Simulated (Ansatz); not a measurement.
SiNi2:

```xyz
12
Lattice="5.1896 0.0000 0.0000 0.0000 3.7200 0.0000 0.0000 0.0000 7.0300" Properties=species:S:1:pos:R:3 pbc="T T T"
Ni    1.6866    2.7900    6.5871
Ni    3.5030    0.9300    0.4429
Ni    0.9082    0.9300    3.0721
Ni    4.2814    2.7900    3.9579
Ni    2.3768    2.7900    2.0879
Ni    2.8128    0.9300    4.9421
Ni    0.2180    0.9300    5.6029
Ni    4.9716    2.7900    1.4271
Si    4.0790    2.7900    6.2286
Si    1.1106    0.9300    0.8014
Si    3.7054    0.9300    2.7136
Si    1.4842    2.7900    4.3164
```

The cell isn't the ideal one: strained by +4 %.

```yaml
Program: Ansatz 0.2.0
Task: relaxation of the atoms
Functional: PBE
Potentials_or_basis: Ansatz PAW
Cutoff: "420 eV (not typed: the program's choice for these potentials)"
k_mesh: 5 × 5 × 3
Occupations: fermi-dirac, width 0.05 eV
Spin: collinear spin, ferromagnetic start
Starting_moments: "[1.0, 1.0, 1.0, 1.0, 1.0, 1.0, 1.0, 1.0, 0.0, 0.0, 0.0, 0.0] μB"
```

At the start: volume 11.31 Å³/atom.

Where does the relaxation end?

Over 5 steps the energy falls by 7.0 meV/atom; space group Pnma (No. 62, to 0.05 Å); moment 0.00 μB per cell.

The path:
```
step  energy change (eV)  largest force (eV/Å)
   1              0.0000                0.4754
   2             -0.0385                0.3307
   3             -0.0805                0.0799
   4             -0.0827                0.0294
   5             -0.0836                0.0026
```

Final structure:
```
CELL_PARAMETERS angstrom
5.18960 0.00000 0.00000
0.00000 3.72000 0.00000
0.00000 0.00000 7.03000
ATOMIC_POSITIONS crystal
Ni 0.33573 0.75000 0.93973
Ni 0.66427 0.25000 0.06027
Ni 0.16427 0.25000 0.43973
Ni 0.83573 0.75000 0.56027
Ni 0.46214 0.75000 0.30149
Ni 0.53786 0.25000 0.69851
Ni 0.03786 0.25000 0.80149
Ni 0.96214 0.75000 0.19851
Si 0.77725 0.75000 0.88357
Si 0.22275 0.25000 0.11643
Si 0.72275 0.25000 0.38357
Si 0.27725 0.75000 0.61643
```

Caveat: the starting moments weren't kept; the thresholds are loose for stress.
